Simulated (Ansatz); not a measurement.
**C9H21B: one species, many methods**

How much do the methods differ for C9H21B? The plan is to run it at one geometry with functionals of several rungs and with coupled cluster. The yardstick is the atomisation energy at the CCSD(T) limit.

Computed with Ansatz 0.2.0, Gaussian basis. Level: functionals in def2-TZVPP, the program's frozen cores in correlated methods.

Plan: LDA (SPW92), PBE-D4, revPBE-D4, BLYP-D4, r2SCAN-D4, B97M-V, PBE0-D4, B3LYP-D4, r2SCANh-D4, r2SCAN0-D4, HSE06-D4, BHLYP-D4, CAM-B3LYP-D4, LC-ωPBE, ωB97X-V, ωB97M-V, B2PLYP, PBE-QIDH; CCSD(T)/def2-SVP; CCSD(T)/def2-TZVPP; MP2/def2-QZVPP; extrapolation to the limit; RPA on PBE.

## (1) Structure used throughout

All runs share one geometry, relaxed beforehand with PBE0-D4 in a triple-zeta def2 set.

SMILES `CC(C)B(C(C)C)C(C)C`, 31 atoms, charge 0, spin multiplicity 1.

Atoms are counted from 1 here; the program's logs count them from 0.

Bond lengths: C1–C2 1.531 Å, C1–H11 1.094 Å, C1–H12 1.094 Å, C1–H13 1.095 Å, C2–C3 1.531 Å, C2–B4 1.580 Å, C2–H14 1.097 Å, C3–H15 1.095 Å, C3–H16 1.094 Å, C3–H17 1.094 Å, B4–C5 1.580 Å, B4–C8 1.580 Å, C5–C6 1.531 Å, C5–C7 1.530 Å, C5–H18 1.097 Å, C6–H19 1.094 Å, C6–H20 1.095 Å, C6–H21 1.094 Å and more. Angles: C2–C1–H11 112.0°, C2–C1–H12 111.4°, C2–C1–H13 110.8°, H11–C1–H12 107.6°, H11–C1–H13 107.5°, H12–C1–H13 107.4°, C1–C2–C3 110.3°, C1–C2–B4 110.4°, C1–C2–H14 107.7°, C3–C2–B4 110.2°, C3–C2–H14 107.7°, B4–C2–H14 110.5°, C2–C3–H15 110.8°, C2–C3–H16 111.4°, C2–C3–H17 112.0°, H15–C3–H16 107.4°, H15–C3–H17 107.5°, H16–C3–H17 107.6° and more.

## (2) LDA

This LDA is Slater exchange with PW92 correlation.

Input file in.yaml:

```yaml
crystal:
  periodic: [false, false, false]
  atoms:
    - {symbol: C, position_ang: [1.254724, -0.516950, 2.163738]}
    - {symbol: C, position_ang: [1.089573, 0.495811, 1.028089]}
    - {symbol: C, position_ang: [0.700946, 1.866054, 1.589121]}
    - {symbol: B, position_ang: [-0.002954, -0.002999, 0.000916]}
    - {symbol: C, position_ang: [-1.491055, -0.234832, 0.479971]}
    - {symbol: C, position_ang: [-2.439304, 0.696802, -0.279343]}
    - {symbol: C, position_ang: [-1.898148, -1.695082, 0.269590]}
    - {symbol: C, position_ang: [0.391779, -0.267326, -1.506422]}
    - {symbol: C, position_ang: [0.909182, 1.018818, -2.155053]}
    - {symbol: C, position_ang: [1.451372, -1.368953, -1.589437]}
    - {symbol: H, position_ang: [1.579823, -1.494450, 1.796503]}
    - {symbol: H, position_ang: [0.316714, -0.662531, 2.707316]}
    - {symbol: H, position_ang: [2.001525, -0.172350, 2.886376]}
    - {symbol: H, position_ang: [2.062806, 0.602775, 0.533286]}
    - {symbol: H, position_ang: [1.445699, 2.215762, 2.311409]}
    - {symbol: H, position_ang: [-0.262240, 1.826142, 2.106114]}
    - {symbol: H, position_ang: [0.624317, 2.623288, 0.803768]}
    - {symbol: H, position_ang: [-1.590722, -0.011648, 1.549417]}
    - {symbol: H, position_ang: [-2.202205, 1.750614, -0.108093]}
    - {symbol: H, position_ang: [-3.475637, 0.537526, 0.035769]}
    - {symbol: H, position_ang: [-2.394156, 0.517879, -1.357558]}
    - {symbol: H, position_ang: [-2.933472, -1.859640, 0.585336]}
    - {symbol: H, position_ang: [-1.828558, -1.979970, -0.784254]}
    - {symbol: H, position_ang: [-1.267482, -2.382147, 0.840773]}
    - {symbol: H, position_ang: [-0.481481, -0.601618, -2.080086]}
    - {symbol: H, position_ang: [1.196136, 0.840916, -3.196536]}
    - {symbol: H, position_ang: [0.154651, 1.810481, -2.153027]}
    - {symbol: H, position_ang: [1.791627, 1.400819, -1.633610]}
    - {symbol: H, position_ang: [2.357274, -1.092084, -1.042381]}
    - {symbol: H, position_ang: [1.740438, -1.552727, -2.629308]}
    - {symbol: H, position_ang: [1.091227, -2.315482, -1.176584]}
basis:
  gaussian: {orbitals: def2-TZVPP}
hamiltonian: {xc: lda}
output: {orbitals: {seedname: orbitals}}
```

Started as:

```bash
$ ansatz run in.yaml --threads 4 --pin off --events-out ev --progress --plain --max-ram 66560MiB --backend cuda --devices 0, --max-vram 37GiB
```

Further steps of the session: PBE-D4 (GGA); revPBE-D4 (GGA); BLYP-D4 (GGA); r2SCAN-D4 (meta-GGA); B97M-V (meta-GGA); B3LYP-D4 (hybrid); r2SCANh-D4 (hybrid); r2SCAN0-D4 (hybrid); HSE06-D4 (hybrid); BHLYP-D4 (hybrid); CAM-B3LYP-D4 (range-separated); LC-ωPBE (range-separated); ωB97X-V (range-separated); ωB97M-V (range-separated); B2PLYP (double hybrid); PBE-QIDH (double hybrid); CCSD(T) in def2-SVP; CCSD(T) in def2-TZVPP; MP2 in def2-QZVPP; RPA on PBE orbitals.

Before running them: what should the planned runs give, taken together? Wanted: atomisation energy, CCSD(T)/CBS; farthest beyond LDA; mean size of error, GGA; mean size of error, meta-GGA; mean size of error, hybrid; mean size of error, range-separated; mean size of error, double hybrid; gap, smallest and largest; T1 diagnostic.

**Answer**, as computed:

```
                                quantity                                                                                                         value
         atomisation energy, CCSD(T)/CBS                                                                                               2957.5 kcal/mol
functionals within 14.8 kcal/mol (0.5 %)  revPBE-D4, BLYP-D4, r2SCAN-D4, B97M-V, B3LYP-D4, r2SCANh-D4, r2SCAN0-D4, LC-ωPBE, ωB97X-V, ωB97M-V, PBE-QIDH
                     farthest beyond LDA                                                                                       PBE-D4 (+53.0 kcal/mol)
                 mean size of error, GGA                                                                                                 23.7 kcal/mol
            mean size of error, meta-GGA                                                                                                 11.6 kcal/mol
              mean size of error, hybrid                                                                                                 20.6 kcal/mol
     mean size of error, range-separated                                                                                                  9.5 kcal/mol
       mean size of error, double hybrid                                                                                                 15.4 kcal/mol
               gap, smallest and largest                                                                     4.59 eV (LDA (SPW92)), 12.17 eV (LC-ωPBE)
                           T1 diagnostic                                                                                                        0.0095
 triples share of the correlation energy                                                                                                         3.9 %
```

**Reading.** The LDA atomisation energy is off by 385.0 kcal/mol (13 %): it overbinds. PBE-D4 is off by +53.0 kcal/mol. Double hybrids carry the basis error of their MP2 part in triple zeta, and no dispersion term here, so their miss is partly the set-up's. The rungs range-separated, meta-GGA miss on average by less than the doubt on the reference (14.8 kcal/mol), so they tie. Misses under about 14.8 kcal/mol are within the doubt on the reference itself, which lacks core-valence correlation, relativity and higher excitations. Hartree-Fock recovers 76 % of the binding; the rest is correlation. CCSD(T) in def2-SVP is off by -99.8 kcal/mol, which most functionals beat. Orbital gaps span 4.6 to 12.2 eV; exact exchange widens them.
